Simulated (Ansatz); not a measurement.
This script drives Ansatz 0.2.0 through its Python package.

`ag3sb.py`
```python
"""SCF run for Ag3Sb."""

from collections import Counter
import json
import warnings

import ansatz as az
from ase.data import atomic_numbers
import pandas as pd
import spglib

warnings.simplefilter("ignore", az.DeckWarning)

xtal = (
    az.Lattice.from_parameters(3.143192, 3.143192, 9.615561, alpha=90.0, beta=90.0, gamma=120.0)
    .atom("Ag", (0.0, 0.0, 0.5))
    .atom("Ag", (1 / 3, 2 / 3, 0.264478))
    .atom("Ag", (1 / 3, 2 / 3, 0.735522))
    .atom("Sb", (0.0, 0.0, 0.0))
)

# functional, basis and sampling
base = (
    xtal.calculation()
    .basis(550)
    .functional("r2SCAN")
    .scf(tolerance=1e-08)
    .occupations("methfessel_paxton")
    .kpoints(length=20)
    .forces()
    .band_table()
)
out = base.run(events_out="events.ndjson")
data = out.report
with open("events.ndjson") as stream:
    kinds = Counter(json.loads(line)["event"] for line in stream)
print("events:", {kind: kinds[kind] for kind in ("scf_iter", "scf_done", "notice", "finished")})

energy = data["free_energy_ev"]
print("Ag3Sb: {:.6f} eV = {:.6f} Ry = {:.6f} Ha".format(energy, energy / 13.605693, energy / 27.211386))
print("Fermi level {:.4f} eV, {} k-points, {} symmetry operations".format(data["fermi_energy_ev"], data["n_kpoints"], data["n_symmetry_ops"]))

if out.unlabelled_reasons:
    print("not a label:", out.unlabelled_reasons)
else:
    print(out.training_frame().splitlines()[0], "atoms in the frame")

spg_cell = (out.lattice.cell_ang, [s.position_frac for s in out.lattice.sites], [atomic_numbers[s.symbol] for s in out.lattice.sites])
# space group as spglib finds it
found = spglib.get_symmetry_dataset(spg_cell, symprec=1e-3)
print(found.international, found.number, "point group", found.pointgroup)
for site, letter, group in zip(out.lattice.sites, found.wyckoffs, found.site_symmetry_symbols):
    print(f"  {site.symbol:2s} Wyckoff {letter}  site symmetry {group}")

edges = data.get("band_edges_ev")
if edges:
    print(f"band edges on the mesh: {edges[0]:.3f} and {edges[1]:.3f} eV, gap {edges[1] - edges[0]:.3f} eV")
else:
    print("no band edges reported (a metal, or a gap too narrow for this smearing); Fermi level", round(data["fermi_energy_ev"], 3), "eV")

# forces, one row an atom
table = pd.DataFrame(data["forces_ev_ang"], columns=["fx", "fy", "fz"])
table.insert(0, "atom", [site["symbol"] for site in data["lattice"]["sites"]])
print(table.round(4).to_string())
```

It is started by `python ag3sb.py`. Estimate its wall time and peak memory on 1 thread of Arm Neoverse V1, with other jobs on the host.

It took about 16 s, with a peak of 0.63 GiB, for 1 run of the engine.

```console
$ python ag3sb.py
events: {'scf_iter': 10, 'scf_done': 1, 'notice': 2, 'finished': 1}
Ag3Sb: -29310.187346 eV = -2154.259055 Ry = -1077.129528 Ha
Fermi level 14.5058 eV, 16 k-points, 12 symmetry operations
4 atoms in the frame
P-6m2 187 point group -6m2
  Ag Wyckoff b  site symmetry -6m2
  Ag Wyckoff h  site symmetry 3m.
  Ag Wyckoff h  site symmetry 3m.
  Sb Wyckoff a  site symmetry -6m2
no band edges reported (a metal, or a gap too narrow for this smearing); Fermi level 14.506 eV
  atom   fx   fy      fz
0   Ag  0.0  0.0  0.0000
1   Ag -0.0  0.0  0.1747
2   Ag -0.0  0.0 -0.1747
3   Sb -0.0  0.0  0.0000
```

Total energies depend on the potentials; only differences at equal settings carry meaning. A total without «per atom» is that of the cell as typed. For a metal this k-point mesh is coarse: on a finer one energies can move by several to tens of meV an atom and pressures by half a GPa or more, differences at one mesh by less. Only differences from the Fermi energy are physical; the zero of the scale is a convention. This cell is a computed structure, which may not be the phase found in nature. Levels are Kohn-Sham eigenvalues on this mesh, without spin-orbit coupling.

(A comment or docstring line of the script was reworded after the run, the code is as it ran; lines on the test bed's own set-up are left out of the output.)
